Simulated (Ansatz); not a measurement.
**CH5BrGe: small, medium and large basis sets**

One table from this session's results is given with a row withheld; the runs are named, their logs left out.

Computed with Ansatz 0.2.0, Gaussian basis. Level: one geometry, several basis sets.

Levels to be run: PBE0-D4/def2-SVP; ωB97M-V/def2-SVP; PBE0-D4/def2-QZVPP; ωB97M-V/def2-QZVPP; the functionals' def2-TZVPP values are taken from earlier runs.

### The relaxed structure

The geometry comes from an earlier relaxation with PBE0-D4 in a triple-zeta def2 set; it is a stationary point, not always the lowest conformer.

SMILES `[GeH3][CH2]Br`, 8 atoms, charge 0, spin multiplicity 1.

Atoms are counted from 1 here; the program's logs count them from 0.

Bond lengths: Ge1–C2 1.963 Å, Ge1–H4 1.534 Å, Ge1–H5 1.534 Å, Ge1–H6 1.540 Å, C2–Br3 1.942 Å, C2–H7 1.088 Å, C2–H8 1.088 Å. Angles: C2–Ge1–H4 109.0°, C2–Ge1–H5 109.0°, C2–Ge1–H6 108.6°, H4–Ge1–H5 110.4°, H4–Ge1–H6 109.9°, H5–Ge1–H6 109.9°, Ge1–C2–Br3 110.6°, Ge1–C2–H7 111.7°, Ge1–C2–H8 111.7°, Br3–C2–H7 106.7°, Br3–C2–H8 106.7°, H7–C2–H8 109.2°.

The first run:

File in.yaml:

```yaml
crystal:
  periodic: [false, false, false]
  atoms:
    - {symbol: Ge, position_ang: [-0.568749, 0.625859, -0.492719]}
    - {symbol: C, position_ang: [0.499424, -0.563269, 0.646663]}
    - {symbol: Br, position_ang: [1.687275, -1.657766, -0.430982]}
    - {symbol: H, position_ang: [-1.405459, -0.224764, -1.456328]}
    - {symbol: H, position_ang: [0.374711, 1.547250, -1.275786]}
    - {symbol: H, position_ang: [-1.495864, 1.465840, 0.405725]}
    - {symbol: H, position_ang: [1.129058, -0.002446, 1.334227]}
    - {symbol: H, position_ang: [-0.128196, -1.247805, 1.213401]}
basis:
  gaussian: {orbitals: def2-SVP}
hamiltonian: {xc: pbe0, dispersion: d4}
output: {orbitals: {seedname: orbitals}}
```

On the command line:

```
$ ansatz run in.yaml --threads 4 --pin off --events-out ev --progress --plain --max-ram 10444MiB
```

Steps of the session up to this table: PBE0-D4 in def2-SVP; ωB97M-V in def2-SVP; PBE0-D4 in def2-QZVPP; ωB97M-V in def2-QZVPP.

One of the session's tables, all rows but one given; the rest of the session is left out.

It belongs to the step «Functionals by basis». 

| functional | basis | HOMO (eV) | LUMO (eV) |
| --- | --- | --- | --- |
| PBE0-D4 | def2-SVP | -7.59 | -0.07 |
| PBE0-D4 | def2-TZVPP | -7.71 | -0.31 |
| PBE0-D4 | def2-QZVPP | -7.72 | -0.47 |
| ωB97M-V | def2-SVP | ? | ? |
| ωB97M-V | def2-TZVPP | -9.91 | 1.62 |
| ωB97M-V | def2-QZVPP | -9.92 | 1.20 |

Q: Estimate the row for ωB97M-V, def2-SVP from the others.

**Answer.** HOMO (eV): -9.77; LUMO (eV): 1.97. In the column «HOMO (eV)» it lies between ωB97M-V, def2-TZVPP (-9.91) and PBE0-D4, def2-QZVPP (-7.72).
